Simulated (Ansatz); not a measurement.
# C₃H₆OZn: a ladder of functionals and wavefunction methods

The task here is to estimate one member of a computed series from the others.

Program: Ansatz 0.2.0, Gaussian basis. Level of theory: functionals in def2-TZVPP, the program's frozen cores in correlated methods. These are calculated values, not measurements.

Levels to be run: PBE-D4, r2SCAN-D4, PBE0-D4, B3LYP-D4, ωB97X-V, ωB97M-V, B2PLYP; CCSD(T)/def2-TZVPP; MP2/def2-QZVPP; extrapolation to the limit.

**The geometry**

The geometry comes from an earlier relaxation with PBE0-D4 in a triple-zeta def2 set; it is a stationary point, not always the lowest conformer.

SMILES `CC[C](=O)[ZnH]`, 11 atoms, charge 0, spin multiplicity 1.

Atoms are counted from 1 here; the program's logs count them from 0.

Bond lengths: C1–C2 1.520 Å, C1–H6 1.091 Å, C1–H7 1.093 Å, C1–H8 1.095 Å, C2–C3 1.510 Å, C2–H9 1.094 Å, C2–H10 1.098 Å, C3–O4 1.211 Å, C3–Zn5 2.007 Å, Zn5–H11 1.547 Å. Angles: C2–C1–H6 111.1°, C2–C1–H7 111.2°, C2–C1–H8 111.4°, H6–C1–H7 107.9°, H6–C1–H8 107.3°, H7–C1–H8 107.7°, C1–C2–C3 112.2°, C1–C2–H9 112.0°, C1–C2–H10 109.5°, C3–C2–H9 108.7°, C3–C2–H10 106.4°, H9–C2–H10 107.8°, C2–C3–O4 121.5°, C2–C3–Zn5 124.0°, O4–C3–Zn5 114.5°, C3–Zn5–H11 173.4°.

The first run:

in.yaml

```yaml
crystal:
  periodic: [false, false, false]
  atoms:
    - {symbol: C, position_ang: [-0.696982, 0.014444, 1.185724]}
    - {symbol: C, position_ang: [0.504482, 0.648329, 0.503091]}
    - {symbol: C, position_ang: [0.954141, -0.137670, -0.705479]}
    - {symbol: O, position_ang: [2.115907, -0.440664, -0.866872]}
    - {symbol: Zn, position_ang: [-0.279332, -0.773046, -2.154980]}
    - {symbol: H, position_ang: [-1.057051, 0.637025, 2.006086]}
    - {symbol: H, position_ang: [-0.446706, -0.967535, 1.593938]}
    - {symbol: H, position_ang: [-1.529951, -0.117898, 0.487300]}
    - {symbol: H, position_ang: [1.352487, 0.759522, 1.185531]}
    - {symbol: H, position_ang: [0.234488, 1.648641, 0.138615]}
    - {symbol: H, position_ang: [-1.086185, -1.328247, -3.352253]}
basis:
  gaussian: {orbitals: def2-TZVPP}
hamiltonian: {xc: pbe, dispersion: d4}
output: {forces: true, orbitals: {seedname: orbitals}}
```

Launch:

```bash
ansatz run in.yaml --threads 2 --pin off --events-out ev --progress --plain --max-ram 22528MiB --backend cuda --devices 0, --max-vram 18GiB
```

Among the steps run: PBE-D4 (GGA); r2SCAN-D4 (meta-GGA); PBE0-D4 (hybrid); B3LYP-D4 (hybrid); ωB97X-V (range-separated); ωB97M-V (range-separated); B2PLYP (double hybrid); CCSD(T) in def2-TZVPP; MP2 in def2-QZVPP.

One of the session's tables, all rows but one given; the rest of the session is left out.

It belongs to the step «Atomisation energies». 

| method | atomisation energy (kJ/mol) |
| --- | --- |
| PBE-D4 | 4120.8 |
| r2SCAN-D4 | 4040.4 |
| PBE0-D4 | 4034.8 |
| B3LYP-D4 | 3999.8 |
| ωB97X-V | 4025.4 |
| ωB97M-V | 4021.6 |
| B2PLYP | 3966.6 |
| HF/def2-TZVPP | 2885.8 |
| MP2/def2-TZVPP | ? |
| CCSD/def2-TZVPP | 3841.0 |
| CCSD(T)/def2-TZVPP | 3907.8 |
| MP2/CBS | 4079.2 |
| CCSD(T)/CBS | 4000.0 |

**Question.** Estimate the row for MP2/def2-TZVPP.

**Answer.** atomisation energy (kJ/mol): 3987.1. In the column «atomisation energy (kJ/mol)» it lies between B2PLYP (3966.6) and B3LYP-D4 (3999.8).

Limits of these values: Free atoms (3 C, 1 O, 1 Zn, 6 H) were run apart at each level; the atomisation energy is their sum less the molecule, without zero-point or spin-orbit terms.
